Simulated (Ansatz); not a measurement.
Write a Python script for Ansatz's Python interface that makes a convergence test of the k-point mesh of Li₃Zn, space group Fm-3m. Use (first run): r2SCAN, PAW, cutoff 503 eV, 2×2×2 k-points, Fermi-Dirac smearing of 0.05 eV. The script varies spacing (1/A): 1.0, 0.6, 0.4, 0.3.

```
Li Zn
1.0
     0.00000    3.17186    3.17186
     3.17186    0.00000    3.17186
     3.17186    3.17186    0.00000
Li Zn
3 1
Cartesian
  1.5859 1.5859 1.5859
  4.7578 4.7578 4.7578
  3.1719 3.1719 3.1719
  0.0000 0.0000 0.0000
```

`kconv.py`
```python
"""k-point test for Li3Zn."""

import csv

import ansatz as az


def main() -> None:
    xtal = (
        az.Lattice.fcc(6.3437)
        .space_group(225)
        .atom("Li", [0.25, 0.75, 0.75])
        .atom("Li", [0.5, 0.0, 0.0])
        .atom("Zn", [0.0, 0.0, 0.0])
        .primitive()
    )

    job = (
        xtal.calculation()
        .functional("r2SCAN")
        .basis(37 * az.Ry)
        .occupations(az.OccupationsMethod.FERMI_DIRAC, width=0.05)
        .band_table()
    )

    rows = []
    for value in [1.0, 0.6, 0.4, 0.3]:
        r = job.kpoints(spacing=value).run(threads=1, backend="cpu").report
        rows.append((value, r["free_energy_ev"] / len(r["lattice"]["sites"]), r["n_iterations"], r["gap_by_band_count_ev"], r["n_kpoints"]))

    with open("kconv.csv", "w", newline="") as handle:
        writer = csv.writer(handle)
        writer.writerow(["spacing (1/A)", "F/atom (eV)", "iterations", "gap by band count (eV)", "k-points"])
        writer.writerows([round(v, 5) if isinstance(v, float) else v for v in row] for row in rows)

    # the last row is the reference
    for row in rows[:-1]:
        shift = 1000 * (row[1] - rows[-1][1])
        print(f"{row[0]}: {shift:+.2f} meV/atom" + ("  (within 5 meV)" if abs(shift) < 5 else ""))


if __name__ == "__main__":
    main()
```

`python kconv.py` gives:
```text
1.0: -192.35 meV/atom
0.6: -31.07 meV/atom
0.4: +8.63 meV/atom
```

File `kconv.csv` afterwards:
```csv
spacing (1/A),F/atom (eV),iterations,gap by band count (eV),k-points
1.0,-985.54248,6,-3.64524,3
0.6,-985.3812,6,-4.58401,4
0.4,-985.3415,6,-4.56073,10
0.3,-985.35013,7,-4.57431,16
```

A gap by band count of zero or less means overlapping bands, a metal, and at an odd count of electrons it is no gap at all. The structure comes from a database of computed cells and needn't be a stable or known phase. Gaps and levels are Kohn-Sham values on a finite set of k-points. Shifts are counted from the finest mesh, which is itself no proven limit. Cost: about 6 core-seconds.

(Lines on the test bed's own set-up are left out of the output.)
